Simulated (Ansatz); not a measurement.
# SrNbO3, space group Pm-3m: a run that restarts from a saved state

Computed with Ansatz 0.2.0 through its Python package.

Input file `srnbo3.extxyz`:
```text
5
Lattice="4.06968976 0.0 0.0 0.0 4.06968976 0.0 0.0 0.0 4.06968976" Properties=species:S:1:pos:R:3 pbc="T T T"
Sr    2.03484488    2.03484488    2.03484488
Nb    0.00000000    0.00000000    0.00000000
O     0.00000000    2.03484488    0.00000000
O     0.00000000    0.00000000    2.03484488
O     2.03484488    0.00000000    0.00000000
```

`srnbo3_restart.py`:
```python
'''Start a denser mesh for SrNbO3 from a saved density.'''

import ansatz as az


def main() -> None:
    structure = az.Crystal.from_extxyz('srnbo3.extxyz')

    setup = structure.calculation().functional(az.Functional.PBESOL).occupations('Marzari-Vanderbilt')
    coarse = setup.kpoints(*(3, 3, 3)).checkpoint(write='state').run(threads=1, backend='cpu').report
    warm = setup.kpoints(*(6, 6, 6)).checkpoint(read='state').run(threads=1, backend='cpu').report
    cold = setup.kpoints(*(6, 6, 6)).run(threads=1, backend='cpu').report
    for label, report in (('coarse', coarse), ('fine, from the saved density', warm), ('fine, fresh start', cold)):
        print(f'{label:30s} F = {report["free_energy_ev"]:.5f} eV  iterations {report["n_iterations"]}')


if __name__ == '__main__':
    main()
```

Running `python srnbo3_restart.py` prints:
```text
DeckWarning: basis.ecutwfc = 420 eV, auto-derived from the records' recommended cutoffs: set by Sr (normal level)
coarse                         F = -9677.00635 eV  iterations 6
fine, from the saved density   F = -9677.09384 eV  iterations 5
fine, fresh start              F = -9677.09384 eV  iterations 7
```
(Warnings from the package without file and line, repeats left out.)

What to keep in mind:
- Total energies depend on the potentials; only differences at equal settings carry meaning. A total without «per atom» is that of the cell as typed.
- The cell holds an odd number of electrons and is run without spin, so a magnetic state may lie lower.
- The mesh is modest for a metal, so energies can be off by several to tens of meV an atom and pressures by half a GPa or more; differences at equal mesh fare better.
- This cell is a computed structure, which may not be the phase found in nature.
- It ran for 9.4 s on 1 thread of Arm Neoverse N1, on a shared host, peak memory 0.39 GiB.
